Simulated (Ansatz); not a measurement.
**H₆OSi₂Te: how energies converge with the basis set**

The task here is to estimate one member of a computed series from the others.

Program: Ansatz 0.2.0, Gaussian basis. Level of theory: one geometry, several basis sets. These are calculated values, not measurements.

Levels to be run: PBE0-D4/def2-SVP; ωB97M-V/def2-SVP; PBE0-D4/def2-QZVPP; ωB97M-V/def2-QZVPP; the functionals' def2-TZVPP values are taken from earlier runs.

## Structure used throughout

All runs share one geometry, relaxed beforehand with PBE0-D4 in a triple-zeta def2 set. Te takes the def2 core potential; no spin-orbit term is included.

SMILES `O[SiH]([SiH3])[TeH]`, 10 atoms, charge 0, spin multiplicity 1.

Atoms are counted from 1 here; the program's logs count them from 0.

Bond lengths: O1–Si2 1.650 Å, O1–H5 0.959 Å, Si2–Si3 2.341 Å, Si2–Te4 2.503 Å, Si2–H6 1.483 Å, Si3–H7 1.489 Å, Si3–H8 1.486 Å, Si3–H9 1.488 Å, Te4–H10 1.659 Å. Angles: Si2–O1–H5 117.2°, O1–Si2–Si3 113.5°, O1–Si2–Te4 113.5°, O1–Si2–H6 105.0°, Si3–Si2–Te4 106.3°, Si3–Si2–H6 112.8°, Te4–Si2–H6 105.5°, Si2–Si3–H7 108.6°, Si2–Si3–H8 109.5°, Si2–Si3–H9 111.8°, H7–Si3–H8 109.0°, H7–Si3–H9 108.6°, H8–Si3–H9 109.3°, Si2–Te4–H10 91.5°.

Coordinates:

```xyz
10

O    -0.7303    1.8678   -0.8307
Si   -0.5421    0.7480    0.3662
Si    1.4280   -0.5009    0.1732
Te   -2.4145   -0.9090    0.4887
H    -0.9826    1.5446   -1.6974
H    -0.6117    1.5208    1.6301
H     1.3165   -1.3832   -1.0215
H     1.5992   -1.3465    1.3836
H     2.6223    0.3721    0.0096
H    -1.6017   -1.9648   -0.4989
```

Set-up of the first run:

Contents of in.yaml:

```yaml
crystal:
  periodic: [false, false, false]
  atoms:
    - {symbol: O, position_ang: [-0.730267, 1.867801, -0.830719]}
    - {symbol: Si, position_ang: [-0.542081, 0.748041, 0.366197]}
    - {symbol: Si, position_ang: [1.427971, -0.500905, 0.173189]}
    - {symbol: Te, position_ang: [-2.414466, -0.908984, 0.488727]}
    - {symbol: H, position_ang: [-0.982550, 1.544573, -1.697448]}
    - {symbol: H, position_ang: [-0.611727, 1.520819, 1.630073]}
    - {symbol: H, position_ang: [1.316497, -1.383215, -1.021452]}
    - {symbol: H, position_ang: [1.599228, -1.346537, 1.383570]}
    - {symbol: H, position_ang: [2.622301, 0.372142, 0.009639]}
    - {symbol: H, position_ang: [-1.601706, -1.964837, -0.498878]}
basis:
  gaussian: {orbitals: def2-SVP}
hamiltonian: {xc: pbe0, dispersion: d4}
output: {orbitals: {seedname: orbitals}}
```

Steps of the session up to this table: PBE0-D4 in def2-SVP; ωB97M-V in def2-SVP; PBE0-D4 in def2-QZVPP; ωB97M-V in def2-QZVPP.

One table of the session follows, with a row left open; its other results are not shown here.

It belongs to the step «Functionals by basis». 

```
functional       basis  HOMO (eV)
   PBE0-D4    def2-SVP      -6.59
   PBE0-D4  def2-TZVPP      -6.68
   PBE0-D4  def2-QZVPP      -6.70
   ωB97M-V    def2-SVP      -8.62
   ωB97M-V  def2-TZVPP          ?
   ωB97M-V  def2-QZVPP      -8.77
```

Q: Estimate the row for ωB97M-V, def2-TZVPP from the others.

**Answer.** HOMO (eV): -8.74. In the column «HOMO (eV)» it lies between ωB97M-V, def2-QZVPP (-8.77) and ωB97M-V, def2-SVP (-8.62).
